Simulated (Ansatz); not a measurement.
# CH4BFS: one species, many methods

One table from this session's results is given with a row withheld; the runs are named, their logs left out.

Computed with Ansatz 0.2.0, Gaussian basis. Level: functionals in def2-TZVPP, the program's frozen cores in correlated methods.

Levels to be run: LDA (SPW92), PBE-D4, revPBE-D4, BLYP-D4, r2SCAN-D4, B97M-V, PBE0-D4, B3LYP-D4, r2SCANh-D4, r2SCAN0-D4, HSE06-D4, BHLYP-D4, CAM-B3LYP-D4, LC-ωPBE, ωB97X-V, ωB97M-V, B2PLYP, PBE-QIDH; CCSD(T)/def2-SVP; CCSD(T)/def2-TZVPP; MP2/def2-QZVPP; extrapolation to the limit; RPA on PBE.

## The geometry

All runs share one geometry, relaxed beforehand with PBE0-D4 in a triple-zeta def2 set.

8 atoms, charge 0, spin multiplicity 1.

Atoms are counted from 1 here; the program's logs count them from 0.

Bond lengths: B1–C2 1.544 Å, B1–S4 2.067 Å, B1–H5 1.194 Å, B1–H6 1.194 Å, C2–F3 1.351 Å, C2–S4 1.894 Å, C2–H7 1.088 Å, S4–H8 1.343 Å. Angles: C2–B1–S4 61.2°, C2–B1–H5 118.8°, C2–B1–H6 117.5°, S4–B1–H5 110.3°, S4–B1–H6 106.1°, H5–B1–H6 122.4°, B1–C2–F3 121.9°, B1–C2–S4 73.1°, B1–C2–H7 124.1°, F3–C2–S4 110.2°, F3–C2–H7 110.0°, S4–C2–H7 108.5°, B1–S4–C2 45.6°, B1–S4–H8 100.0°, C2–S4–H8 96.0°.

The first run:

Contents of in.yaml:

```yaml
crystal:
  periodic: [false, false, false]
  atoms:
    - {symbol: B, position_ang: [-0.410112, 0.835169, -0.209236]}
    - {symbol: C, position_ang: [0.795941, -0.092842, 0.053372]}
    - {symbol: F, position_ang: [1.685921, 0.155823, 1.039407]}
    - {symbol: S, position_ang: [-0.731688, -0.964604, 0.755423]}
    - {symbol: H, position_ang: [-0.921590, 0.823206, -1.287569]}
    - {symbol: H, position_ang: [-0.635627, 1.686946, 0.596866]}
    - {symbol: H, position_ang: [1.244944, -0.736579, -0.699927]}
    - {symbol: H, position_ang: [-0.935690, -1.764219, -0.304235]}
basis:
  gaussian: {orbitals: def2-TZVPP}
hamiltonian: {xc: lda}
output: {orbitals: {seedname: orbitals}}
```

Run with:

```bash
> ansatz run in.yaml --threads 2 --pin off --events-out ev --progress --plain --max-ram 4352MiB
```

Steps of the session up to this table: LDA; PBE-D4 (GGA); revPBE-D4 (GGA); BLYP-D4 (GGA); r2SCAN-D4 (meta-GGA); B97M-V (meta-GGA); PBE0-D4 (hybrid); B3LYP-D4 (hybrid); r2SCANh-D4 (hybrid); r2SCAN0-D4 (hybrid); HSE06-D4 (hybrid); BHLYP-D4 (hybrid); CAM-B3LYP-D4 (range-separated); LC-ωPBE (range-separated); ωB97X-V (range-separated); ωB97M-V (range-separated); B2PLYP (double hybrid); PBE-QIDH (double hybrid).

One of the session's tables, all rows but one given; the rest of the session is left out.

It belongs to the step «Orbital energies across the functionals». 

| functional | HOMO (eV) | gap (eV) |
| --- | --- | --- |
| LDA (SPW92) | -7.21 | 5.48 |
| PBE-D4 | -7.07 | 5.52 |
| revPBE-D4 | -7.01 | 5.54 |
| BLYP-D4 | ? | ? |
| r2SCAN-D4 | -7.35 | 6.11 |
| B97M-V | -7.44 | 6.12 |
| PBE0-D4 | -8.40 | 7.85 |
| B3LYP-D4 | -8.17 | 7.36 |
| r2SCANh-D4 | -7.85 | 6.97 |
| r2SCAN0-D4 | -8.58 | 8.23 |
| HSE06-D4 | -8.00 | 7.07 |
| BHLYP-D4 | -9.56 | 9.98 |
| CAM-B3LYP-D4 | -9.76 | 10.26 |
| LC-ωPBE | -11.11 | 12.84 |
| ωB97X-V | -10.75 | 12.35 |
| ωB97M-V | -10.62 | 11.96 |

Q: Estimate the row for BLYP-D4 from the others.

Worked estimate for «HOMO (eV)». Against the share of exact exchange, B3LYP-D4 (0.2, -8.17), BHLYP-D4 (0.5, -9.56) give a slope of -4.63 per unit share; at 0 the line stands at -7.24.

As computed: HOMO (eV): -6.95; gap (eV): 5.50. In «HOMO (eV)» the line misses by -0.29.
